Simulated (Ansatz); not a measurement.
**AlGeH₇Si: small, medium and large basis sets**

One table from this session's results is given with a row withheld; the runs are named, their logs left out.

Computed with Ansatz 0.2.0, Gaussian basis. Level: one geometry, several basis sets.

The runs, in order: PBE0-D4/def2-SVP; ωB97M-V/def2-SVP; PBE0-D4/def2-QZVPP; ωB97M-V/def2-QZVPP; the functionals' def2-TZVPP values are taken from earlier runs.

## The relaxed structure

The geometry comes from an earlier relaxation with PBE0-D4 in a triple-zeta def2 set; it is a stationary point, not always the lowest conformer.

10 atoms, charge 0, spin multiplicity 1.

Atoms are counted from 1 here; the program's logs count them from 0.

Bond lengths: Al1–Si2 2.445 Å, Al1–H4 1.588 Å, Al1–H5 1.588 Å, Si2–Ge3 2.388 Å, Si2–H6 1.492 Å, Si2–H7 1.492 Å, Ge3–H8 1.538 Å, Ge3–H9 1.540 Å, Ge3–H10 1.540 Å. Angles: Si2–Al1–H4 120.2°, Si2–Al1–H5 120.3°, H4–Al1–H5 119.5°, Al1–Si2–Ge3 109.6°, Al1–Si2–H6 112.7°, Al1–Si2–H7 112.7°, Ge3–Si2–H6 107.0°, Ge3–Si2–H7 107.0°, H6–Si2–H7 107.7°, Si2–Ge3–H8 111.7°, Si2–Ge3–H9 110.4°, Si2–Ge3–H10 110.4°, H8–Ge3–H9 108.3°, H8–Ge3–H10 108.3°, H9–Ge3–H10 107.7°.

As a file:

```
Al   -1.9017    0.5833   -1.0109
Si    0.4706    0.7775   -0.4514
Ge    1.0836   -0.9750    1.0506
H    -2.3624   -0.3130   -2.2381
H    -2.9972    1.2969   -0.1097
H     0.7984    2.0659    0.2255
H     1.3550    0.6560   -1.6466
H     2.5694   -0.8963    1.4412
H     0.2414   -0.8976    2.3373
H     0.8260   -2.3490    0.4051
```

The first run:

The input, in.yaml:

```yaml
crystal:
  periodic: [false, false, false]
  atoms:
    - {symbol: Al, position_ang: [-1.901718, 0.583324, -1.010891]}
    - {symbol: Si, position_ang: [0.470601, 0.777490, -0.451387]}
    - {symbol: Ge, position_ang: [1.083625, -0.974993, 1.050595]}
    - {symbol: H, position_ang: [-2.362442, -0.312974, -2.238127]}
    - {symbol: H, position_ang: [-2.997199, 1.296853, -0.109702]}
    - {symbol: H, position_ang: [0.798366, 2.065865, 0.225480]}
    - {symbol: H, position_ang: [1.355003, 0.656003, -1.646583]}
    - {symbol: H, position_ang: [2.569370, -0.896347, 1.441221]}
    - {symbol: H, position_ang: [0.241424, -0.897562, 2.337256]}
    - {symbol: H, position_ang: [0.825969, -2.348957, 0.405137]}
basis:
  gaussian: {orbitals: def2-SVP}
hamiltonian: {xc: pbe0, dispersion: d4}
output: {orbitals: {seedname: orbitals}}
```

Run with:

```
$ ansatz run in.yaml --threads 2 --pin off --events-out ev --progress --plain --max-ram 4352MiB
```

Among the steps run: PBE0-D4 in def2-SVP; ωB97M-V in def2-SVP; PBE0-D4 in def2-QZVPP; ωB97M-V in def2-QZVPP.

One of the session's tables, all rows but one given; the rest of the session is left out.

It belongs to the step «Density functionals: the series». 

```
functional       basis  HOMO (eV)  LUMO (eV)
   PBE0-D4    def2-SVP      -7.48      -2.19
   PBE0-D4  def2-TZVPP      -7.45      -2.20
   PBE0-D4  def2-QZVPP      -7.44      -2.21
   ωB97M-V    def2-SVP          ?          ?
   ωB97M-V  def2-TZVPP      -9.38      -0.59
   ωB97M-V  def2-QZVPP      -9.38      -0.67
```

Q: Estimate the row for ωB97M-V, def2-SVP from the others.

**Answer.** HOMO (eV): -9.37; LUMO (eV): -0.52. In the column «HOMO (eV)» it lies between ωB97M-V, def2-QZVPP (-9.38) and PBE0-D4, def2-SVP (-7.48).
